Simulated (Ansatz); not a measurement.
**SnBrCl + HCl: a complex and its separated parts**

Aim: how far the complex at one end of a reaction step lies below its separated, relaxed parts, level by level.

The runs use Ansatz 0.2.0, Gaussian basis; PBE0-D4/def2-TZVP structures, single points in def2-TZVPP, no counterpoise correction.

Levels: SPW92, PBE-D4, BLYP-D4, r2SCAN-D4, B97M-V, PBE0-D4, B3LYP-D4, r2SCAN0-D4, BHLYP-D4, CAM-B3LYP-D4, wB97X-V, wB97M-V, B2PLYP, PBE-QIDH, RPA on PBE, Hartree-Fock, MP2, CCSD, CCSD(T).

Correlated methods freeze the cores. Filled d shells of the heavier atoms are correlated. Core potentials replace the inner electrons past krypton, and spin-orbit coupling is left out. B3LYP uses VWN-RPA correlation. B2PLYP carries no dispersion term here.

11 further runs of the same task are left out: 11 set aside as unsound or not needed.

### Step 1. The starting structure

The complex: 5 atoms, charge 0, spin multiplicity 1.

Atoms are counted from 1 here; the program's logs count them from 0.

Bond lengths: Sn1–Cl2 2.366 Å, Sn1–Br5 2.585 Å, Cl3–H4 1.302 Å. Angles: Cl2–Sn1–Br5 97.7°.

As a file:

```mol
BrCl2HSn
  3D, bonds by distance, orders not assigned

  5  3  0  0  0  0  0  0  0  0999 V2000
    0.3956    1.3579    0.4545 Sn  0  0
   -0.5811    0.3886    2.3795 Cl  0  0
    1.3851   -1.3210   -0.5067 Cl  0  0
    0.2395   -1.1117   -1.0892 H   0  0
   -1.4392    0.6862   -1.2381 Br  0  0
  1  2  8  0
  1  5  8  0
  3  4  8  0
M  END
```

Its parts: SnBrCl holds atoms 1, 2, 5; HCl holds atoms 3, 4. Each part counts its atoms afresh in its own runs.

### Step 2. Relaxing SnBrCl alone

relax-a/in.yaml reads:

```yaml
crystal:
  periodic: [false, false, false]
  atoms:
    - {symbol: Sn, position_ang: [0.395631, 1.357949, 0.454488]}
    - {symbol: Cl, position_ang: [-0.581074, 0.388555, 2.379520]}
    - {symbol: Br, position_ang: [-1.439152, 0.686215, -1.238073]}
basis:
  gaussian: {orbitals: def2-TZVP}
hamiltonian: {xc: pbe0, dispersion: d4}
relax: {f_tol: 0.005, max_steps: 200}
```

No record of the launch command was kept for these runs.

Further steps of the session: Relaxing HCl alone; wB97M-V/def2-TZVPP; CCSD(T)/def2-TZVPP; Vibrations of SnBrCl; Vibrations of HCl.

**Question.** What will these runs give? Wanted: complex less parts, CCSD(T)/def2-TZVPP; with zero-point energy; largest T1 diagnostic.

As calculated:

| quantity | value |
| --- | --- |
| complex less parts, CCSD(T)/def2-TZVPP | -20.2 kJ/mol |
| with zero-point energy | -16.2 kJ/mol |
| largest T1 diagnostic | 0.012 |

In words: At CCSD(T) the complex lies 20.2 kJ/mol below its parts. B2PLYP is the best functional here (+2.4 kJ/mol from CCSD(T)); SPW92 is the worst (-29.9 kJ/mol). By rung, the mean size of the error is: LDA 29.9, GGA 12.2, meta-GGA 8.1, hybrid 8.4, range-separated hybrid 6.6, double hybrid 3.3 kJ/mol. PBE-D4 gives a relative energy 14.3 kJ/mol too low, outside chemical accuracy (1 kcal/mol, 4.2 kJ/mol). No counterpoise was applied, and triple zeta lacks some correlation, so the CCSD(T) reference has a basis error of its own, and close matches with it are partly luck.
